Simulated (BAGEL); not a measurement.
# C2H3BCl2 (BCl2(vinyl)): levels of theory compared

Wanted: a comparison of 4 runs (HF/6-31G*, B3LYP/6-31G*, PBE0/6-31G*, RI-MP2/6-31G*) of C2H3BCl2 (BCl2(vinyl)). 

Program for the calculation: BAGEL 1.2.2.

20 further runs of the same task are left out: 20 set aside as unsound or not needed.

### 1 The system as given

C2H3BCl2: 8 atoms, total charge 0, spin state singlet. SMILES: `C=CB(Cl)Cl`. Geometry: relaxed at GFN2-xTB.

Bond lengths: B1–Cl2 1.721 Å, B1–Cl3 1.721 Å, B1–C4 1.553 Å, C4–C5 1.333 Å, C4–H6 1.084 Å, C5–H7 1.078 Å, C5–H8 1.078 Å. Angles: Cl2–B1–Cl3 118.4°, Cl2–B1–C4 120.4°, Cl3–B1–C4 121.2°, B1–C4–C5 124.4°, B1–C4–H6 117.7°, C5–C4–H6 117.9°, C4–C5–H7 121.2°, C4–C5–H8 122.4°, H7–C5–H8 116.4°.

### 2 A single-point energy at HF/6-31G(d) (density fitting with qzvpp-jkfit, spherical functions) (run 1)

job.json

```json
{ "bagel": [

{
  "title": "molecule",
  "basis": "6-31gs.json",
  "df_basis": "qzvpp-jkfit",
  "angstrom": "true",
  "geometry": [
    { "atom": "B", "xyz": [    0.701500,    0.957360,   -0.370630 ] },
    { "atom": "Cl", "xyz": [    1.986300,    1.292950,   -1.465740 ] },
    { "atom": "Cl", "xyz": [    0.094220,    2.244180,    0.598110 ] },
    { "atom": "C", "xyz": [    0.112350,   -0.475680,   -0.267740 ] },
    { "atom": "C", "xyz": [   -0.862990,   -0.830090,    0.568890 ] },
    { "atom": "H", "xyz": [    0.525770,   -1.238100,   -0.917720 ] },
    { "atom": "H", "xyz": [   -1.309690,   -0.114640,    1.240520 ] },
    { "atom": "H", "xyz": [   -1.247450,   -1.835970,    0.614300 ] }
  ]
},
{
  "title": "hf"
},
{
  "title": "print",
  "file": "orbitals.molden",
  "orbitals": "true"
}

]}
```

The basis set 6-31G* is read from a file made from the Basis Set Exchange's data (not shown).

Launch:

```sh
BAGEL_NUM_THREADS=1 BAGEL job.json > job.out
```

The program printed:

```text
* using 1 threads per process

  ===============================================================
  ===============================================================

  *** Geometry ***

  { "atom" : "B", "xyz" : [      1.325643,      1.809148,     -0.700389 ] },
  { "atom" : "Cl", "xyz" : [      3.753563,      2.443321,     -2.769847 ] },
  { "atom" : "Cl", "xyz" : [      0.178050,      4.240886,      1.130264 ] },
[... 4 lines of this table left out ...]
  { "atom" : "H", "xyz" : [     -2.357339,     -3.469480,      1.160859 ] },

  Number of auxiliary basis functions:      535

  Since a DF basis is specified, we compute 2- and 3-index integrals:
    o Being stored without compression. Storage requirement is 0.030 GB

  Number of basis functions:       84
  Number of electrons      :       54

    * METHOD: MOLECULE                             0.25

  *** RHF ***

  === Nuclear Repulsion ===
   233.9434767536

      * DIIS with orbital gradients will be used.

  === RHF iteration (6-31gs.json) ===
      0      -1021.11457244          0.01081697           0.06
      1      -1021.19031639          0.00371626           0.06
      2      -1021.19799118          0.00122663           0.06
[... 10 lines of this table left out ...]
     13      -1021.19902582          0.00000001           0.06
    * SCF iteration converged.

    * Permanent dipole moment:
           (    0.468981,     0.742039,    -0.214130) a.u.

    * METHOD: HF                                   0.95

    * METHOD: PRINT                                0.01

  ===============================================================
```

Run time: 1.4 s. Hardware: 1 thread of AMD EPYC 9R45 (Zen 5), shared host; peak memory 0.14 GiB.

### 3 The energy at B3LYP/6-31G(d) (density fitting with qzvpp-jkfit, spherical functions) (run 2)

input.json

```json
{ "bagel": [

{
  "title": "molecule",
  "basis": "6-31gs.json",
  "df_basis": "qzvpp-jkfit",
  "angstrom": true,
  "geometry": [
    { "atom": "B", "xyz": [       0.701500,       0.957360,      -0.370630 ] },
    { "atom": "Cl", "xyz": [       1.986300,       1.292950,      -1.465740 ] },
    { "atom": "Cl", "xyz": [       0.094220,       2.244180,       0.598110 ] },
    { "atom": "C", "xyz": [       0.112350,      -0.475680,      -0.267740 ] },
    { "atom": "C", "xyz": [      -0.862990,      -0.830090,       0.568890 ] },
    { "atom": "H", "xyz": [       0.525770,      -1.238100,      -0.917720 ] },
    { "atom": "H", "xyz": [      -1.309690,      -0.114640,       1.240520 ] },
    { "atom": "H", "xyz": [      -1.247450,      -1.835970,       0.614300 ] }
  ]
},

{
  "title": "ks",
  "xc_func": "b3lyp"
},

{
  "title": "print",
  "file": "orbitals.molden",
  "orbitals": true
}

]}
```

The basis set 6-31G* is read from a file made from the Basis Set Exchange's data (not shown).

Launch:

```sh
BAGEL_NUM_THREADS=1 BAGEL input.json > input.out
```

The program printed:

```text
* using 1 threads per process

  ===============================================================
  ===============================================================

  *** Geometry ***

  { "atom" : "B", "xyz" : [      1.325643,      1.809148,     -0.700389 ] },
  { "atom" : "Cl", "xyz" : [      3.753563,      2.443321,     -2.769847 ] },
  { "atom" : "Cl", "xyz" : [      0.178050,      4.240886,      1.130264 ] },
[... 4 lines of this table left out ...]
  { "atom" : "H", "xyz" : [     -2.357339,     -3.469480,      1.160859 ] },

  Number of auxiliary basis functions:      535

  Since a DF basis is specified, we compute 2- and 3-index integrals:
    o Being stored without compression. Storage requirement is 0.030 GB

  Number of basis functions:       84
  Number of electrons      :       54

    * METHOD: MOLECULE                             0.25

  *** Kohn-Sham DFT ***

    * Removing 15427 points whose weight is below 1.00e-10
    * Grid points: 103821

  === Nuclear Repulsion ===
   233.9434767536

       - DIIS with orbital gradients will be used.

  === KS iteration (b3lyp / 6-31gs.json) ===
      0       -968.22005841          0.17499501           0.33
      1       -890.39105140          0.20451968           0.30
      2       -919.75045423          0.09847440           0.30
[... 23 lines of this table left out ...]
     26      -1023.32172833          0.00000000           0.31
    * SCF iteration converged.

    * Permanent dipole moment:
           (    0.384271,     0.648906,    -0.162113) a.u.

    * METHOD: KS                                   8.83

    * METHOD: PRINT                                0.01

  ===============================================================
```

Wall time 9.3 s (1 thread of AMD EPYC 9R45 (Zen 5), shared host); peak memory 0.44 GiB.

Run 3 isn't shown in full; the table further down has it.

### 4 The energy at RI-MP2/6-31G(d) (density fitting with qzvpp-jkfit, spherical functions) (run 4)

job.json

```json
{ "bagel": [

{
  "title": "molecule",
  "basis": "6-31gs.json",
  "df_basis": "qzvpp-jkfit",
  "angstrom": "true",
  "geometry": [
    { "atom": "B", "xyz": [       0.701500,       0.957360,      -0.370630 ] },
    { "atom": "Cl", "xyz": [       1.986300,       1.292950,      -1.465740 ] },
    { "atom": "Cl", "xyz": [       0.094220,       2.244180,       0.598110 ] },
    { "atom": "C", "xyz": [       0.112350,      -0.475680,      -0.267740 ] },
    { "atom": "C", "xyz": [      -0.862990,      -0.830090,       0.568890 ] },
    { "atom": "H", "xyz": [       0.525770,      -1.238100,      -0.917720 ] },
    { "atom": "H", "xyz": [      -1.309690,      -0.114640,       1.240520 ] },
    { "atom": "H", "xyz": [      -1.247450,      -1.835970,       0.614300 ] }
  ]
},

{
  "title": "hf"
},

{
  "title": "mp2",
  "ncore": 13
}

]}
```

The basis set 6-31G* is read from a file made from the Basis Set Exchange's data (not shown).

Launch:

```sh
BAGEL_NUM_THREADS=1 BAGEL job.json > job.out
```

The program printed:

```text
* using 1 threads per process

  ===============================================================
  ===============================================================

  *** Geometry ***

  { "atom" : "B", "xyz" : [      1.325643,      1.809148,     -0.700389 ] },
  { "atom" : "Cl", "xyz" : [      3.753563,      2.443321,     -2.769847 ] },
  { "atom" : "Cl", "xyz" : [      0.178050,      4.240886,      1.130264 ] },
[... 4 lines of this table left out ...]
  { "atom" : "H", "xyz" : [     -2.357339,     -3.469480,      1.160859 ] },

[... 23 lines left out ...]
    * SCF iteration converged.
[... 1 line left out ...]
    * Permanent dipole moment:
[... 2 lines left out ...]
    * METHOD: HF                                   1.02

  *** RHF ***

  === Nuclear Repulsion ===
   233.9434767536

      * DIIS with orbital gradients will be used.

  === RHF iteration (6-31gs.json) ===
      0      -1021.19902582          0.00000000           0.06
    * SCF iteration converged.

    * Permanent dipole moment:
           (    0.468981,     0.742039,    -0.214130) a.u.

  === DF-MP2 calculation ===

    * freezing 13 orbitals
    * 3-index integral transformation done
    * assembly done

      MP2 correlation energy:   -0.5799579312      0.03

      MP2 total energy:       -1021.7789837471

    * METHOD: MP2                                  0.17

  ===============================================================
```

Wall time 1.6 s (1 thread of AMD EPYC 9R45 (Zen 5), shared host); peak memory 0.14 GiB.

### 5 The series

```tsv
run	level	frozen core orbitals	energy (Eh)	dipole moment (D)	HOMO energy (eV)	LUMO energy (eV)	wall time
1	HF/6-31G* (density fitting with qzvpp-jkfit, spherical functions)	–	-1021.199026	2.30	-10.77	1.84	1.4 s
2	B3LYP/6-31G* (density fitting with qzvpp-jkfit, spherical functions)	–	-1023.321728	1.96	-8.00	-2.02	9.3 s
3	PBE0/6-31G* (density fitting with qzvpp-jkfit, spherical functions)	–	-1022.858699	2.01	-8.32	-1.92	8.7 s
4	RI-MP2/6-31G* (density fitting with qzvpp-jkfit, spherical functions)	13	-1021.778984	–	–	–	1.6 s
```

### 6 Results

```
                                           quantity           value
                                run 4: total energy  -1021.77898 Eh
run 4: correlation energy (13 core orbitals frozen)      -580.0 mEh
```

Over runs 1, 2, 3 the dipole moment (its size) runs from 1.96 D (B3LYP/6-31G*) to 2.30 D (HF/6-31G*). Over runs 1, 2, 3 the HOMO–LUMO gap runs from 5.98 eV (B3LYP/6-31G*) to 12.61 eV (HF/6-31G*). Exact exchange widens orbital gaps. Totals of different functionals can't be ranked against each other. All runs together took 21 s, the longest 9.3 s.
